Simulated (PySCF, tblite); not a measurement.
# C₈H₆O₂: vibronic structure

Wanted: vibronic structure for C₈H₆O₂ (`c1coc(-c2ccco2)c1`).

Programs: tblite 0.8.0 and PySCF 2.14.0, with routines of our own; each step states its level. All values are computed. Atoms count from 0.

### Step 1. The starting structure

16 atoms, charge 0, multiplicity 1; geometry from: force field or distance geometry start.

### Step 2. Relaxing the molecule with GFN2-xTB

Job settings and geometry (Å):

```
{"job": {"kind": "relax", "xc": "GFN2-xTB", "basis": "xTB"}, "charge": 0, "multiplicity": 1}
C      2.861300     0.750500    -0.099900
C      2.813300    -0.589200     0.153900
O      1.545300    -1.034800     0.240100
C      0.713200     0.053700     0.009900
C     -0.716100    -0.048300     0.030300
C     -1.507700    -1.166800     0.231300
C     -2.853000    -0.750700     0.136700
C     -2.813000     0.598100    -0.118000
O     -1.532000     1.027600    -0.194200
C      1.497600     1.164600    -0.188100
H      3.735900     1.360400    -0.211100
H      3.574200    -1.350400     0.319800
H     -1.137200    -2.161300     0.442100
H     -3.735600    -1.363300     0.248100
H     -3.582200     1.355500    -0.274700
H      1.128400     2.163400    -0.378400
```

On the command line:

```console
> OMP_NUM_THREADS=1 python excited_run.py task.json out
```

One launch serves the whole session: the jobs run in the order shown.

Output:

```text
step      E/eV     max force
  0    -769.99114    1.179
  1    -770.03803    0.488
  2    -770.05666    0.448
  3    -770.07380    0.220
  4    -770.07929    0.248
  5    -770.08650    0.183
  6    -770.08979    0.114
  7    -770.09144    0.086
  8    -770.09228    0.064
  9    -770.09273    0.057
 10    -770.09295    0.036
 11    -770.09311    0.042
 12    -770.09327    0.031
 13    -770.09336    0.023
 14    -770.09339    0.009
```

Wall time 0.1 s (1 thread of Arm Neoverse V1, shared host).

Relaxation path:

| step | energy from step 0 (eV) | largest force (eV/Å) |
| --- | --- | --- |
| 0 | 0.0000 | 1.1795 |
| 1 | -0.0469 | 0.4881 |
| 2 | -0.0655 | 0.4480 |
| 3 | -0.0827 | 0.2196 |
| 4 | -0.0882 | 0.2483 |
| 5 | -0.0954 | 0.1830 |
| 6 | -0.0987 | 0.1142 |
| 7 | -0.1003 | 0.0861 |
| 8 | -0.1011 | 0.0639 |
| 9 | -0.1016 | 0.0567 |
| 10 | -0.1018 | 0.0363 |
| 11 | -0.1020 | 0.0420 |
| 12 | -0.1021 | 0.0314 |
| 13 | -0.1022 | 0.0232 |
| 14 | -0.1023 | 0.0090 |

Distances of close pairs at the start and the end, largest changes first:

| bond | before (Å) | after (Å) | change (Å) |
| --- | --- | --- | --- |
| O2–C3 | 1.389 | 1.352 | -0.037 |
| C7–H14 | 1.091 | 1.072 | -0.019 |
| C1–H11 | 1.089 | 1.072 | -0.017 |
| C4–O8 | 1.369 | 1.352 | -0.017 |
| C0–C9 | 1.428 | 1.412 | -0.016 |
| C6–C7 | 1.373 | 1.361 | -0.012 |
| C5–H12 | 1.082 | 1.070 | -0.012 |
| C4–C5 | 1.385 | 1.373 | -0.012 |

The final coordinates are the input of the step that follows.

### Step 3. Harmonic vibrations with GFN2-xTB

Job settings and geometry (Å):

```
{"job": {"kind": "ir", "xc": "GFN2-xTB", "basis": "xTB"}, "charge": 0, "multiplicity": 1}
C      2.832784     0.746150    -0.097625
C      2.770944    -0.589103     0.159850
O      1.494959    -1.004872     0.229722
C      0.713449     0.077424     0.014903
C     -0.714182    -0.077998     0.031640
C     -1.497037    -1.186657     0.240314
C     -2.834345    -0.744326     0.139751
C     -2.770516     0.590483    -0.119910
O     -1.493911     1.004673    -0.187328
C      1.494727     1.187300    -0.193270
H      3.717056     1.340086    -0.205802
H      3.534193    -1.326806     0.309173
H     -1.148801    -2.178934     0.438694
H     -3.719342    -1.337607     0.245329
H     -3.532832     1.328940    -0.271106
H      1.145256     2.180191    -0.386698
```

Output:

```text
mode    cm-1     km/mol
  1      68.7      0.54
  2     116.4      0.69
  3     123.2      0.54
  4     326.0      0.00
  5     389.8      0.00
  6     435.3      0.00
  7     581.7      3.11
  8     585.1      0.00
  9     612.9      8.40
 10     667.9      0.00
 11     760.8     22.55
 12     762.7      0.44
 13     815.5      1.27
 14     816.0     17.77
 15     844.9      2.95
 16     845.1      0.32
 17     846.9      9.07
 18     855.5      0.00
 19     861.1      4.69
 20     943.0      0.00
 21    1031.6     60.42
 22    1040.1      0.00
 23    1066.9      3.87
 24    1106.0     40.91
 25    1111.4      0.00
 26    1132.2      0.00
 27    1166.8     49.28
 28    1217.2      0.00
 29    1222.7      3.26
 30    1295.8      0.00
 31    1367.0     14.67
 32    1386.7      0.00
 33    1421.7     55.37
 34    1498.1      0.00
 35    1543.6      7.38
 36    1601.4      0.00
 37    3167.2      3.73
 38    3168.3      3.35
 39    3184.7     33.63
 40    3184.9      6.79
 41    3195.2      2.41
 42    3196.0     15.68
```

It took 0.53 s on 1 thread of Arm Neoverse V1, shared host.

Which atoms move in the most intense modes:

| cm⁻¹ | km/mol | atoms |
| --- | --- | --- |
| 761 | 22.6 | H11 49 %, H14 28 %, C1 12 % |
| 816 | 17.8 | H15 47 %, H12 16 %, H10 12 %, C9 11 % |
| 1032 | 60.4 | H12 25 %, H15 24 % |
| 1106 | 40.9 | H15 13 %, H12 12 %, H11 11 %, H14 11 % |
| 1167 | 49.3 | H14 16 %, H11 16 %, O8 10 %, O2 10 % |
| 1422 | 55.4 | C3 16 %, C4 16 %, C9 13 %, C5 13 % |
| 3185 | 33.6 | H10 51 %, H15 19 % |
| 3196 | 15.7 | H12 60 %, H13 15 %, H15 12 % |

### Step 4. Vibronic structure: TDA BHandHLYP/6-31G*

Settings changed since step 3:

```diff
@@ -1,2 +1,2 @@
-{"job": {"kind": "ir", "xc": "GFN2-xTB", "basis": "xTB"}, "charge": 0, "multiplicity": 1}
+{"job": {"kind": "vib", "xc": "BHandHLYP", "basis": "6-31G*", "tda": true}, "charge": 0, "multiplicity": 1}
 C      2.832784     0.746150    -0.097625
```

Level: TDA BHandHLYP/6-31G* vertical-gradient vibronic structure (displaced harmonic oscillators, Condon), gas phase.

Output:

```text
final grid: 66632 points
cycle   1  E = -458.5086376577  dE =  2.746e+00  |g| = 5.720e-01  |ddm| = 4.372e+00
cycle   2  E = -458.5325676634  dE = -2.393e-02  |g| = 5.316e-01  |ddm| = 8.618e-01
cycle   3  E = -458.5860275023  dE = -5.346e-02  |g| = 7.234e-02  |ddm| = 3.950e-01
cycle   4  E = -458.5870043955  dE = -9.769e-04  |g| = 2.920e-02  |ddm| = 9.416e-02
cycle   5  E = -458.5872020421  dE = -1.976e-04  |g| = 9.584e-03  |ddm| = 3.670e-02
cycle   6  E = -458.5872246900  dE = -2.265e-05  |g| = 1.573e-03  |ddm| = 1.053e-02
cycle   7  E = -458.5872253955  dE = -7.055e-07  |g| = 3.118e-04  |ddm| = 1.886e-03
cycle   8  E = -458.5872254342  dE = -3.872e-08  |g| = 5.930e-05  |ddm| = 5.184e-04
cycle   9  E = -458.5872254357  dE = -1.566e-09  |g| = 3.442e-05  |ddm| = 1.302e-04
cycle  10  E = -458.5872254361  dE = -3.176e-10  |g| = 1.237e-05  |ddm| = 4.499e-05
converged SCF energy = -458.5872254361

Singlet excitations (eV, f): 5.056 (0.8603)  6.563 (0.0000)  6.955 (0.0007)  7.243 (0.0000)  7.578 (0.0000)  7.947 (0.0000)

State S1  5.0556 eV  f = 0.86026  H->L 0.96
  relaxed dipole 0.002 D, largest gradient of the excitation energy 0.0731 Eh/bohr
  mode    cm-1        S   lambda/meV  Raman
   36   1601.4    0.6609     131.2   1.000
   34   1498.1    0.4397      81.7   0.582
   20    943.0    0.4443      51.9   0.233
   32   1386.7    0.2266      39.0   0.257
   22   1040.1    0.1648      21.2   0.105
   30   1295.8    0.0938      15.1   0.093
   25   1111.4    0.0607       8.4   0.044
    5    389.8    0.1427       6.9   0.013
   26   1132.2    0.0475       6.7   0.036
   18    855.5    0.0462       4.9   0.020
    6    435.3    0.0730       3.9   0.008
  reorganisation energy 0.3712 eV, total S 2.403, 0-0 4.6844 eV
  absorption maximum 4.874 eV, width 0.532 eV

State T1  2.8119 eV  f = 0.00000  H->L 0.91
  relaxed dipole 0.002 D, largest gradient of the excitation energy 0.0994 Eh/bohr
  mode    cm-1        S   lambda/meV  Raman
   36   1601.4    1.2612     250.4   1.000
   34   1498.1    0.7321     136.0   0.508
   32   1386.7    0.3222      55.4   0.192
   20    943.0    0.4100      47.9   0.113
   22   1040.1    0.2830      36.5   0.095
   30   1295.8    0.1800      28.9   0.093
    6    435.3    0.1839       9.9   0.011
   18    855.5    0.0866       9.2   0.020
   25   1111.4    0.0459       6.3   0.018
   26   1132.2    0.0435       6.1   0.017
    5    389.8    0.0815       3.9   0.004
  reorganisation energy 0.5918 eV, total S 3.637, 0-0 2.2201 eV
  absorption maximum 2.602 eV, width 0.734 eV
```

Run time: 32 s. Hardware: 1 thread of Arm Neoverse V1, shared host; peak memory 0.83 GiB.

The fields below are evaluated on a grid from the run's orbitals.

Frontier orbitals at BHandHLYP/6-31G*, with the share of their density that lies nearest to each atom:

| orbital | energy (eV) | lies on |
| --- | --- | --- |
| HOMO | -6.13 | C1, C7 about 15 % each; 4 C atoms about 12 % each |
| LUMO | 0.60 | 6 C atoms about 12 % each; O2, O8 about 7 % each |

ELF in a plane through or near 16 of the atoms.

Ten even steps from '0' (0.00) to '9' (1.00):
```
0000000000000000000000000000
0000000000000000000000000000
0000000000000000000000000000
0000000002673000000000000000
0000000007998100100078400000
0000251008999005750499950000
0003897216996017972799960000
0007999765523006227279610000
0007999238276335776523000000
0002677125482770522884000000
0000004882251771845216762000
0000003246775336738229997000
0000169738336003265679997000
0000699972797106996127983000
0000599940575009997001420000
0000048710010008997000000000
0000000000000003772000000000
0000000000000000000000000000
0000000000000000000000000000
0000000000000000000000000000
```
The map spans 12.9 Å across and 9.4 Å up, centred on the molecule. Atoms in the plane (x, y in Å): C0 (-2.9, 0.5), C1 (-2.7, -0.9), O2 (-1.4, -1.2), C3 (-0.7, 0.0), C4 (0.7, 0.0), C5 (1.6, -1.1), C6 (2.9, -0.5), C7 (2.7, 0.9), O8 (1.4, 1.2), C9 (-1.6, 1.1), H10 (-3.8, 1.0), H11 (-3.4, -1.7), H12 (1.4, -2.1), H13 (3.8, -1.0), H14 (3.4, 1.7), H15 (-1.4, 2.1).

On the surface of density 0.002 e/bohr³ the electrostatic potential runs, from the 1st to the 99th percentile, from -0.83 V near O2 to 1.13 V near H11.

### Step 5. Results

```
                                                                                      quantity                     value
                                                     strongest single infrared mode (GFN2-xTB)      1032 cm⁻¹, 60 km/mol
                                                                  zero-point energy (GFN2-xTB)             73.7 kcal/mol
S1: vertical, reorganisation, 0-0, total S (step 4, TDA BHandHLYP/6-31G*, modes from GFN2-xTB)  5.06, 0.37, 4.68 eV; 2.4
T1: vertical, reorganisation, 0-0, total S (step 4, TDA BHandHLYP/6-31G*, modes from GFN2-xTB)  2.81, 0.59, 2.22 eV; 3.6
                                                         surface potential, 1st and 99th percentile        -0.83 V and 1.13 V
```

In words: No mode is imaginary among the 42: a minimum at this level. The strongest single mode, at 1032 cm⁻¹, is spread over many atoms; the largest shares are those of H12, H15. GFN2-xTB is a fitted tight-binding method: band positions and strengths are rough. Its intensities can rank the bands wrongly. The vibronic model keeps the ground-state modes (from xTB) and shifts them along the gradient alone, so it can miss much of the relaxation that a full optimisation finds.
